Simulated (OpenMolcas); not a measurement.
**Hf²⁺ among point charges: CASSCF levels and susceptibility**

Aim: the splitting of the states of Hf²⁺ in the field of 4 point charges, its lowest levels with spin-orbit coupling and its magnetic susceptibility.

The numbers are computed with OpenMolcas 26.06 (state-averaged CASSCF, spin-orbit coupling by RASSI with atomic mean-field integrals), except any that are marked as measured or tabulated.

1 further run of the same task is left out (it didn't finish).

## Step 1: What is computed

* Species: Hf²⁺ (hafnium, Z = 72, 70 electrons)
* Basis: ANO-RCC-VDZP [7s6p4d2f1g], 68 functions
* Scalar Hamiltonian: DKH2, point nucleus
* Inactive shells: 1s 2s 2p 3s 3p 3d 4s 4p 4d 4f 5s 5p
* Active space: 2 electrons in 5 orbitals (5d)
* Some configurations of this space: 5d²
* Orbitals: optimised for each spin and parity, averaged over all roots

The outer shells:

5d2
```
5d [↑ ][↑ ][  ][  ][  ]
```

The ion sits among 4 point charges of -2 e arranged as a tetrahedron (Td), 1.92 Å from the ion. The active orbitals were held to one l.

The work runs as a chain of OpenMolcas steps in one folder; each step below is one input file. Labels, J, g values, rates, χT and fits are worked out afterwards by a script from the matrices that RASSI stores.

## Step 2: One- and two-electron integrals

File a.inp:

```
&GATEWAY
Coord
1

Hf 0.0 0.0 0.0
Basis=ANO-RCC-VDZP
Group=NoSym
NoMove
AngMom=0.0 0.0 0.0
AMFI
XField
4 Angstrom 0
1.108513 1.108513 1.108513 -2.000000
1.108513 -1.108513 -1.108513 -2.000000
-1.108513 1.108513 -1.108513 -2.000000
-1.108513 -1.108513 1.108513 -2.000000
&SEWARD
```

Standard output:

```text
Basis set label: HF.ANO-RCC...7S6P4D2F1G.

      Electronic valence basis set:
      ------------------
      Associated Effective Charge  72.000000 au
      Associated Actual Charge     72.000000 au
      Nuclear Model: Point charge

      Shell  nPrim  nBasis  Cartesian Spherical Contaminant
         s      24       7        X
         p      21       6        X
         d      15       4                 X
         f      11       2                 X
         g       4       1                 X
                  Relativistic Douglas-Kroll-Hess integrals:
                    - DKH order of Hamiltonian: 2
                    - DKH order of Properties : 0
                  Atomic mean-field integrals
```

## Step 3: Reference wave functions, triplets, 10 roots

File a.inp:

```
&RASSCF
FileOrb=start.orb
Symmetry=1
Spin=3
nActEl=2 0 0
Inactive=34
Ras2=5
CIRoot=10 10 1
SDav=10
CIMx=300
Iter=120 100
PrWF=0.3
OrbListing=Nothing
MaxOrb=0
SupSym
1
20 10 11 12 13 14 19 20 21 22 23 35 36 37 38 39 48 49 50 51 52
>>> COPY $Project.JobIph JOB001
```

start.orb holds the contracted functions of the basis, ordered by shell, or the orbitals of the step before.

Standard output, cut to the lines that bear on the results:

```text
[...]
      Number of active orbitals                  5
[...]
      Spin quantum number                      1.0
[...]
      Active orbitals                            5
[...]
      Number of CSFs                            10
      Number of root(s) required                10
[...]
      Convergence after  8 iterations
[...]
      Natural orbitals and occupation numbers for root  1
      sym 1:   0.000000   0.000000   1.000000  -0.000000   1.000000
      Natural orbitals and occupation numbers for root  2
      sym 1:  -0.000000   0.709476   0.290524   0.290524   0.709476
      Natural orbitals and occupation numbers for root  3
      sym 1:   0.717413  -0.000000   0.717413   0.282587   0.282587
::    RASSCF root number  1 Total energy: -15067.92662325
::    RASSCF root number  2 Total energy: -15067.82895871
::    RASSCF root number  3 Total energy: -15067.82895871
[...]
::    RASSCF root number  7 Total energy: -15067.80356261
::    RASSCF root number  8 Total energy: -15067.71893466
::    RASSCF root number  9 Total energy: -15067.71893466
::    RASSCF root number 10 Total energy: -15067.71893466
```

## Step 4: CASSCF: singlets, 15 roots

File a.inp:

```
&RASSCF
FileOrb=start.orb
Symmetry=1
Spin=1
nActEl=2 0 0
Inactive=34
Ras2=5
CIRoot=15 15 1
SDav=15
CIMx=300
Iter=120 100
PrWF=0.3
OrbListing=Nothing
MaxOrb=0
SupSym
1
20 10 11 12 13 14 19 20 21 22 23 35 36 37 38 39 48 49 50 51 52
>>> COPY $Project.JobIph JOB002
```

Standard output, cut to the lines that bear on the results:

```text
[...]
      Number of active orbitals                  5
[...]
      Spin quantum number                      0.0
[...]
      Active orbitals                            5
[...]
      Number of CSFs                            15
      Number of root(s) required                15
[...]
      Convergence after  8 iterations
[...]
      Natural orbitals and occupation numbers for root  1
      sym 1:   0.998474   0.000411   0.000614   0.002028   0.998474
      Natural orbitals and occupation numbers for root  2
      sym 1:   0.998474   0.001624   0.001421   0.000007   0.998474
      Natural orbitals and occupation numbers for root  3
      sym 1:   0.978645   0.014236   0.014236   0.014236   0.978645
::    RASSCF root number  1 Total energy: -15067.89170477
::    RASSCF root number  2 Total energy: -15067.89170477
::    RASSCF root number  3 Total energy: -15067.86123776
[...]
::    RASSCF root number 12 Total energy: -15067.68733741
::    RASSCF root number 13 Total energy: -15067.68733741
::    RASSCF root number 14 Total energy: -15067.68733741
::    RASSCF root number 15 Total energy: -15067.63298932
```

## Step 5: State interaction with spin-orbit coupling

File a.inp:

```
&RASSI
NrOfJobIphs=2 10 15
1 2 3 4 5 6 7 8 9 10
1 2 3 4 5 6 7 8 9 10 11 12 13 14 15
IphNames
JOB001
JOB002
EJob
SpinOrbit
DIPRint=1.0
SOCoupling=1000.0
Subsets=2
Property=9
'ANGMOM' 1 'ANGMOM' 2 'ANGMOM' 3 'MLTPL  1' 1 'MLTPL  1' 2 'MLTPL  1' 3
'AMFI' 1 'AMFI' 2 'AMFI' 3
SOProperty=3
'ANGMOM' 1 'ANGMOM' 2 'ANGMOM' 3
```

Standard output, cut to the lines that bear on the results:

```text
SPIN-FREE ENERGIES:
  (Shifted by EMIN (a.u.) =     -15067.9266232545)
 SF State       Relative EMIN(au)   Rel lowest level(eV)    D:o, cm**(-1)      L_eff
     1             0.0000000000        0.0000000000              0.0000         3.0
    11             0.0349184851        0.9501803854           7663.7216         2.9
    12             0.0349184851        0.9501803854           7663.7216         2.9
    13             0.0653854909        1.7792298468          14350.4565         3.4
     2             0.0976645435        2.6575876164          21434.8897         3.0
     3             0.0976645435        2.6575876164          21434.8897         3.0
     4             0.0976645435        2.6575876164          21434.8897         3.0
     5             0.1230606423        3.3486506704          27008.6891         1.9
     6             0.1230606423        3.3486506704          27008.6891         1.9
     7             0.1230606423        3.3486506704          27008.6891         1.9
[...]
Eigenvalues of complex Hamiltonian:
   -----------------------------------
  (Shifted by EMIN (a.u.) =     -15067.9266232545)
 SO State       Relative EMIN(au)   Rel lowest level(eV)    D:o, cm**(-1)     J-value
     1            -0.0007416388        0.0000000000              0.0000         2.5
     2            -0.0007416388        0.0000000000              0.0000         2.5
     3            -0.0007416388        0.0000000000              0.0000         2.5
     4             0.0337949443        0.9397883032           7579.9039         2.3
     5             0.0337949443        0.9397883032           7579.9039         2.3
     6             0.0643415035        1.7710025231          14284.0987         2.6
     7             0.0944502927        2.5903044178          20892.2141         2.4
     8             0.0956297214        2.6223983069          21151.0688         2.5
     9             0.0956297214        2.6223983069          21151.0688         2.5
    10             0.0956297214        2.6223983069          21151.0688         2.5
    11             0.0981927284        2.6921412805          21713.5838         2.4
[...]
```

These steps took 5.9 s in all on 1 thread, shared host.

Spin-free states, with their symmetry labels:

| state | degeneracy | E (cm-1) | free-ion L (%) |
| --- | --- | --- | --- |
| 3A2 | 1 | 0 | F (100) |
| 1E | 2 | 7664 | D (61) |
| 1A1 | 1 | 14350 | G (74) |
| 3T2 | 3 | 21435 | F (100) |
| 3T1 | 3 | 27009 | P (65) |
| 1T2 | 3 | 29297 | D (65) |
| 1T1 | 3 | 31476 | G (100) |
| 3T1 | 3 | 45582 | F (65) |
| 1E | 2 | 52446 | G (61) |
| 1T2 | 3 | 52517 | G (65) |
| 1A1 | 1 | 64445 | S (74) |

With spin-orbit coupling:

```tsv
E (cm-1)	Degeneracy	Label	2S+1
0.0	3	T2	3
7580	2	E	1
14284	1	A1	1
20892	1	A2	3
21151	3	T2	3
21714	2	E	3
21760	3	T1	3
26967	1	A1	3
27014	3	T1	3
27172	3	T2	3
27560	2	E	3
29571	3	T2	1
31759	3	T1	1
45322	2	E	3
45348	3	T2	3
46325	3	T1	3
46572	1	A1	3
52775	2	E	1
52870	3	T2	1
64920	1	A1	1
```

Powder χT (cm³ K/mol): 0.80 at 2 K, 0.80 at 5 K, 0.80 at 10 K, 0.80 at 20 K, 0.80 at 50 K, 0.80 at 100 K, 0.81 at 150 K, 0.81 at 200 K, 0.82 at 250 K, 0.82 at 300 K.

A ligand-field fit to the states below 45000 cm-1 gives 10Dq = -21672 cm-1, B = 502 cm-1 and C = 1936 cm-1 (C/B = 3.85), with a deviation of 75 cm-1.

Orbitals of the lowest block (energies include the constant potential of the surroundings):

| shell | space | energy (hartree) | mean occupation | ⟨r²⟩ (bohr²) |
| --- | --- | --- | --- | --- |
| 1s | inactive | -2408.0622 | 2.000 | 0.000463 |
| 2s | inactive | -415.8077 | 2.000 | 0.00755 |
| 2p | inactive | -366.1607 | 6.000 | 0.00621 |
| 3s | inactive | -95.7303 | 2.000 | 0.0495 |
| 3p | inactive | -80.5233 | 6.000 | 0.0500 |
| 3d | inactive | -61.8563 | 10.000 | 0.0419 |
| 4s | inactive | -19.1579 | 2.000 | 0.248 |
| 4p | inactive | -14.0495 | 6.000 | 0.281 |
| 4d | inactive | -7.1951 | 10.000 | 0.334 |
| 4f | inactive | 0.4150 | 14.000 | 0.554 |
| 5s | inactive | -1.3729 | 2.000 | 1.50 |
| 5p | inactive | -0.0328 | 6.000 | 2.04 |
| 5d | RAS2 |  | 2.000 | 7.67 |

## Step 6: Outcome

| quantity | value |
| --- | --- |
| method | CASSCF |
| spin-free ground state | 3A2, 1-fold in its orbital part |
| first state of the same spin within the active space | 3T2 at 21400 cm⁻¹ |
| lowest level | 3-fold T2 |
| next level | 7579.9 cm⁻¹ |
| χT at 300 K | 0.82 cm³ K/mol |
| effective moment at 300 K | 2.57 μB |

The spin-free ground state (3A2) comes to 100 % from free-ion F terms and keeps the highest spin of the shell. χT at 300 K is 0.82, against 1.00 cm³ K/mol for the spin alone, so spin-orbit coupling lowers it. A ligand-field fit to the states below 45000 cm-1 gives 10Dq = -21672 cm-1, B = 502 cm-1 and C = 1936 cm-1 (C/B = 3.85), with a deviation of 75 cm-1. The field of point charges can differ much from that of real complexes. This is an electrostatic model: the charges have no orbitals.
